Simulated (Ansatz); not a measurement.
**GeIF2 radical: how energies converge with the basis set**

An exercise on one series of results from a longer session: the logs are not shown, and one member is left open.

Program: Ansatz 0.2.0, Gaussian basis. Level of theory: one geometry, several basis sets. These are calculated values, not measurements.

The runs, in order: PBE0-D4/def2-SVP; ωB97M-V/def2-SVP; PBE0-D4/def2-QZVPP; ωB97M-V/def2-QZVPP; the functionals' def2-TZVPP values are taken from earlier runs.

### Structure used throughout

The geometry comes from an earlier relaxation with PBE0-D4 in a triple-zeta def2 set; it is a stationary point. I takes the def2 core potential; no spin-orbit term is included.

SMILES `[F][Ge]([F])[I]`, 4 atoms, charge 0, spin multiplicity 2.

Atoms are counted from 1 here; the program's logs count them from 0.

Bond lengths: F1–Ge2 1.730 Å, Ge2–F3 1.730 Å, Ge2–I4 2.526 Å. Angles: F1–Ge2–F3 102.7°, F1–Ge2–I4 109.6°, F3–Ge2–I4 109.6°.

Coordinates:

```
atom    x (Å)    y (Å)    z (Å)
  F1   1.1455   0.7671   0.9904
 Ge2  -0.2041  -0.1930   0.4897
  F3   0.5538  -1.6202  -0.1288
  I4  -1.4398   0.9859  -1.3717
```

The first run:

in.yaml reads:

```yaml
crystal:
  periodic: [false, false, false]
  atoms:
    - {symbol: F, position_ang: [1.145546, 0.767138, 0.990416]}
    - {symbol: Ge, position_ang: [-0.204066, -0.192950, 0.489654]}
    - {symbol: F, position_ang: [0.553796, -1.620250, -0.128771]}
    - {symbol: I, position_ang: [-1.439777, 0.985861, -1.371699]}
basis:
  gaussian: {orbitals: def2-SVP}
magnetization: {spin_polarized: true, initial_magnetization: 1}
hamiltonian: {xc: pbe0, dispersion: d4}
output: {orbitals: {seedname: orbitals}}
```

Started as:

```sh
$ ansatz run in.yaml --threads 4 --pin off --events-out ev --progress --plain --max-ram 10444MiB
```

Steps of the session up to this table: PBE0-D4 in def2-SVP; ωB97M-V in def2-SVP; PBE0-D4 in def2-QZVPP; ωB97M-V in def2-QZVPP.

One of the session's tables, all rows but one given; the rest of the session is left out.

It belongs to the step «Density functionals: the series». 

| functional | basis | HOMO (eV) | LUMO (eV) |
| --- | --- | --- | --- |
| PBE0-D4 | def2-SVP | -7.66 | -4.68 |
| PBE0-D4 | def2-TZVPP | -7.71 | -4.68 |
| PBE0-D4 | def2-QZVPP | -7.74 | -4.72 |
| ωB97M-V | def2-SVP | ? | ? |
| ωB97M-V | def2-TZVPP | -9.65 | -2.88 |
| ωB97M-V | def2-QZVPP | -9.69 | -2.95 |

Q: Estimate the row for ωB97M-V, def2-SVP from the others.

As computed: HOMO (eV): -9.59; LUMO (eV): -2.82. In the column «HOMO (eV)» it lies between ωB97M-V, def2-TZVPP (-9.65) and PBE0-D4, def2-QZVPP (-7.74).
